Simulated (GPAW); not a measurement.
# SnSe2: single point with PBE

Crystal: SnSe2.

```
Sn Se
1.0
     3.81100    0.00000    0.00000
    -1.90550    3.30042    0.00000
     0.00000    0.00000    6.13600
Sn Se
1 2
Cartesian
  0.0000 0.0000 0.0000
  1.9055 1.1001 4.6081
  0.0000 2.2003 1.5279
```

- Program: GPAW 26.7.0
- Task: single point
- Functional: PBE
- Potentials or basis: GPAW PAW data sets (gpaw-data 1.2.1)
- Cutoff: 600 eV
- Basis: pw
- k mesh: 8 × 8 × 5
- Occupations: gaussian, width 0.013 eV
- Spin: no spin polarisation
- Maxiter: 150

```
Pressure               : 5.3 GPa
Largest force          : 0.760 eV/Å
Band gap on the k mesh : 0.82 eV, indirect (least direct gap 1.11 eV)
```

Forces on the atoms (eV/Å):
```
Sn   0.000  0.000  0.000
Se   0.000  0.000 -0.760
Se   0.000  0.000  0.760
```

Stress tensor (GPa, compression positive):
```
4.81 0.00 0.00
0.00 4.81 0.00
0.00 0.00 6.35
```

Levels at points of the mesh, in eV from the valence-band top:
```tsv
k point	band 9	band 10	band 11	band 12	band 13	band 14	band 15	band 16	band 17	band 18
(0.00, 0.00, 0.00)	-0.71	-0.71	-0.40	-0.40	-0.01	1.10	2.94	4.64	4.64	8.14
(0.50, 0.50, 0.00)	-4.49	-2.91	-2.69	-1.20	-0.31	1.16	3.79	5.46	5.49	7.27
```

Run time: 43 s on 1 thread of Arm Neoverse V2 (shared host), peak memory 0.21 GiB.

Caveat: spin-orbit coupling is left out, which moves the levels of the heavy elements; an odd mesh through Γ misses points on the zone boundary, where band edges often lie; this functional lacks dispersion, which binds the layers, so the pressure and a relaxed spacing across them are unreliable.
